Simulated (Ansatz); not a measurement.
**CSSe: taking an electron away**

One table from this session's results is given with a row withheld; the runs are named, their logs left out.

Computed with Ansatz 0.2.0, Gaussian basis. Level: unrestricted cation, the program's frozen cores in correlated methods.

Levels to be run: UKS PBE-D4/def2-TZVPP; UKS r2SCAN-D4/def2-TZVPP; UKS PBE0-D4/def2-TZVPP; UKS B3LYP-D4/def2-TZVPP; UKS wB97X-V/def2-TZVPP; UKS wB97M-V/def2-TZVPP; UKS B2PLYP/def2-TZVPP; UHF-CCSD(T)/def2-TZVPP; UHF-MP2/def2-QZVPP; extrapolation to the limit; then −ε(HOMO) from the neutral's earlier runs with LDA (SPW92), PBE-D4, revPBE-D4, BLYP-D4, r2SCAN-D4, B97M-V, PBE0-D4, B3LYP-D4, r2SCANh-D4, r2SCAN0-D4, HSE06-D4, BHLYP-D4, CAM-B3LYP-D4, LC-ωPBE, ωB97X-V, ωB97M-V.

## Structure used throughout

An earlier PBE0-D4 in a triple-zeta def2 set relaxation fixed the geometry.

SMILES `S=C=[Se]`, 3 atoms, charge 0, spin multiplicity 1.

Atoms are counted from 1 here; the program's logs count them from 0.

Bond lengths: S1–C2 1.545 Å, C2–Se3 1.692 Å. Angles: S1–C2–Se3 180.0°.

The first run:

Contents of in.yaml:

```yaml
crystal:
  periodic: [false, false, false]
  atoms:
    - {symbol: S, position_ang: [1.136705, -1.013822, 0.501235]}
    - {symbol: C, position_ang: [0.031509, -0.052209, 0.011207]}
    - {symbol: Se, position_ang: [-1.179214, 1.001231, -0.525641]}
basis:
  gaussian: {orbitals: def2-TZVPP}
total_charge: 1
magnetization: {spin_polarized: true, initial_magnetization: 1}
hamiltonian: {xc: pbe, dispersion: d4}
```

Started as:

```bash
ansatz run in.yaml --threads 4 --pin off --events-out ev --progress --plain --max-ram 10444MiB
```

Steps of the session up to this table: Cation, UKS PBE-D4/def2-TZVPP; Cation, UKS r2SCAN-D4/def2-TZVPP; Cation, UKS PBE0-D4/def2-TZVPP; Cation, UKS B3LYP-D4/def2-TZVPP; Cation, UKS wB97X-V/def2-TZVPP; Cation, UKS wB97M-V/def2-TZVPP; Cation, UKS B2PLYP (frozen core)/def2-TZVPP; Cation, UHF-CCSD(T)/def2-TZVPP; Cation, UHF-MP2/def2-QZVPP.

One of the session's tables, all rows but one given; the rest of the session is left out.

It belongs to the step «Ionisation energies side by side». For comparison, −ε(HOMO) of the neutral from earlier runs:

```
  functional  −ε(HOMO) (eV)
 LDA (SPW92)           6.65
      PBE-D4           6.49
   revPBE-D4           6.44
     BLYP-D4              ?
   r2SCAN-D4           6.76
      B97M-V           6.73
     PBE0-D4           7.50
    B3LYP-D4           7.26
  r2SCANh-D4           7.12
  r2SCAN0-D4           7.67
    HSE06-D4           7.12
    BHLYP-D4           8.32
CAM-B3LYP-D4           8.61
     LC-ωPBE           9.85
     ωB97X-V           9.53
     ωB97M-V           9.38
```

Q: Estimate the row for BLYP-D4 from the others.

Worked estimate for «−ε(HOMO) (eV)». Against the share of exact exchange, B3LYP-D4 (0.2, 7.26), BHLYP-D4 (0.5, 8.32) give a slope of 3.53 per unit share; at 0 the line stands at 6.55.

**Answer.** −ε(HOMO) (eV): 6.30. In «−ε(HOMO) (eV)» the line misses by +0.25.

Caveats from the session: The cation may have settled in a state other than its lowest; no search over hole states beyond the program's own was made.
